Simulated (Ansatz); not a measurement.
# ClFH₄OSi₂: small, medium and large basis sets

The task here is to estimate one member of a computed series from the others.

Program: Ansatz 0.2.0, Gaussian basis. Level of theory: one geometry, several basis sets. These are calculated values, not measurements.

The runs, in order: PBE0-D4/def2-SVP; ωB97M-V/def2-SVP; PBE0-D4/def2-QZVPP; ωB97M-V/def2-QZVPP; the functionals' def2-TZVPP values are taken from earlier runs.

## The geometry

All runs share one geometry, relaxed beforehand with PBE0-D4 in a triple-zeta def2 set.

SMILES `F[SiH2]O[SiH2]Cl`, 9 atoms, charge 0, spin multiplicity 1.

Atoms are counted from 1 here; the program's logs count them from 0.

Bond lengths: F1–Si2 1.592 Å, Si2–O3 1.624 Å, Si2–H6 1.477 Å, Si2–H7 1.475 Å, O3–Si4 1.626 Å, Si4–Cl5 2.050 Å, Si4–H8 1.477 Å, Si4–H9 1.476 Å. Angles: F1–Si2–O3 109.1°, F1–Si2–H6 107.6°, F1–Si2–H7 108.0°, O3–Si2–H6 110.4°, O3–Si2–H7 108.0°, H6–Si2–H7 113.6°, Si2–O3–Si4 148.3°, O3–Si4–Cl5 109.9°, O3–Si4–H8 110.0°, O3–Si4–H9 108.5°, Cl5–Si4–H8 107.8°, Cl5–Si4–H9 108.1°, H8–Si4–H9 112.6°.

Coordinates:

| atom | x (Å) | y (Å) | z (Å) |
| --- | --- | --- | --- |
| F1 | -1.9499 | -0.0929 | -1.4277 |
| Si2 | -0.6746 | -0.9653 | -1.0421 |
| O3 | -0.0599 | -0.4192 | 0.3589 |
| Si4 | 0.6464 | 0.7927 | 1.1808 |
| Cl5 | 1.7637 | 1.9439 | -0.0947 |
| H6 | 0.3130 | -0.8189 | -2.1305 |
| H7 | -1.1209 | -2.3560 | -0.8330 |
| H8 | -0.3847 | 1.6602 | 1.7847 |
| H9 | 1.5555 | 0.2094 | 2.1864 |

The first run:

Input file in.yaml:

```yaml
crystal:
  periodic: [false, false, false]
  atoms:
    - {symbol: F, position_ang: [-1.949893, -0.092932, -1.427657]}
    - {symbol: Si, position_ang: [-0.674619, -0.965297, -1.042059]}
    - {symbol: O, position_ang: [-0.059854, -0.419236, 0.358930]}
    - {symbol: Si, position_ang: [0.646356, 0.792703, 1.180760]}
    - {symbol: Cl, position_ang: [1.763743, 1.943881, -0.094663]}
    - {symbol: H, position_ang: [0.312972, -0.818905, -2.130468]}
    - {symbol: H, position_ang: [-1.120909, -2.356005, -0.833046]}
    - {symbol: H, position_ang: [-0.384674, 1.660200, 1.784714]}
    - {symbol: H, position_ang: [1.555480, 0.209391, 2.186390]}
basis:
  gaussian: {orbitals: def2-SVP}
hamiltonian: {xc: pbe0, dispersion: d4}
output: {orbitals: {seedname: orbitals}}
```

Run with:

```bash
$ ansatz run in.yaml --threads 4 --pin off --events-out ev --progress --plain --max-ram 10444MiB
```

Among the steps run: PBE0-D4 in def2-SVP; ωB97M-V in def2-SVP; PBE0-D4 in def2-QZVPP; ωB97M-V in def2-QZVPP.

One of the session's tables, all rows but one given; the rest of the session is left out.

It belongs to the step «Functionals by basis». 

```
functional       basis  HOMO (eV)  LUMO (eV)
   PBE0-D4    def2-SVP      -8.91       0.70
   PBE0-D4  def2-TZVPP      -9.04       0.16
   PBE0-D4  def2-QZVPP      -9.06      -0.02
   ωB97M-V    def2-SVP          ?          ?
   ωB97M-V  def2-TZVPP     -11.28       1.90
   ωB97M-V  def2-QZVPP     -11.31       1.49
```

Q: Estimate the row for ωB97M-V, def2-SVP from the others.

**Answer.** HOMO (eV): -11.11; LUMO (eV): 2.66. In the column «HOMO (eV)» it lies between ωB97M-V, def2-TZVPP (-11.28) and PBE0-D4, def2-QZVPP (-9.06).
